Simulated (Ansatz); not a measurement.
# EuOs (CsCl type): a single-point run

Aim: a sound single-point run of EuOs (CsCl type). The structure is shown as the input types it.

Program: Ansatz 0.2.0. Level of theory: DFT PBE+U, scalar-relativistic, plane waves, PAW. These are calculated values, not measurements.

1 further run of the same task is left out (it didn't finish).

## Step 1: The starting structure

It takes space group Pm-3m (No. 221, cubic). The conventional cell has a = 3.522 Å, b = 3.522 Å, c = 3.522 Å, α = 90.00°, β = 90.00°, γ = 90.00°. Eu (site symmetry m-3m) has 8 Os at 3.05 Å as nearest neighbours. Os (site symmetry m-3m) is surrounded by 8 Eu at 3.05 Å.

Structure file:

```xyz
2
Lattice="3.5223 0.0000 0.0000 0.0000 3.5223 0.0000 0.0000 0.0000 3.5223" Properties=species:S:1:pos:R:3 pbc="T T T"
Eu    0.0000    0.0000    0.0000
Os    1.7611    1.7611    1.7611
```

## Step 2: The calculation

File input.yaml:

```yaml
crystal:
  lattice:
    - [3.5222788475, 0.0, 0.0]
    - [0.0, 3.5222788475, 0.0]
    - [0.0, 0.0, 3.5222788475]
  atoms:
    - { symbol: Eu, position: [0.0, 0.0, 0.0], spin: 7.0 }
    - { symbol: Os, position: [0.5, 0.5, 0.5] }
basis:
  ecutwfc: 420
  ecutrho_ratio: 2
kpoints:
  mp_grid: { grid: [8, 8, 8] }
hamiltonian:
  xc: pbe
  hubbard: { sites: [{ species: Eu, l: f, u_eff: 6.0 }] }
scf:
  occupations: { method: gaussian, width: 0.05 }
  max_iter: 50
output:
  forces: true
  stress: true
magnetization:
  spin_polarized: true
```

The run is started by

```
$ ansatz run input.yaml --threads 2 --pin off --max-ram 2662MiB --backend cpu --events-out ev --progress --plain --runs-dir out
```

What happens when this is run?

The program finished normally, with warnings (cutoff below recommended, filled band counts differ across k points, open shell order in doubt). Its log warns: «basis.ecutrho_ratio = 2 (ecutrho = 840 eV) is below the records' recommended 1680 eV»

In the input, basis.ecutrho_ratio is 2. The risk: density grid too coarse. The run converged, but that does not make its result sound.

Run again and compare: set basis.ecutrho_ratio to 4.
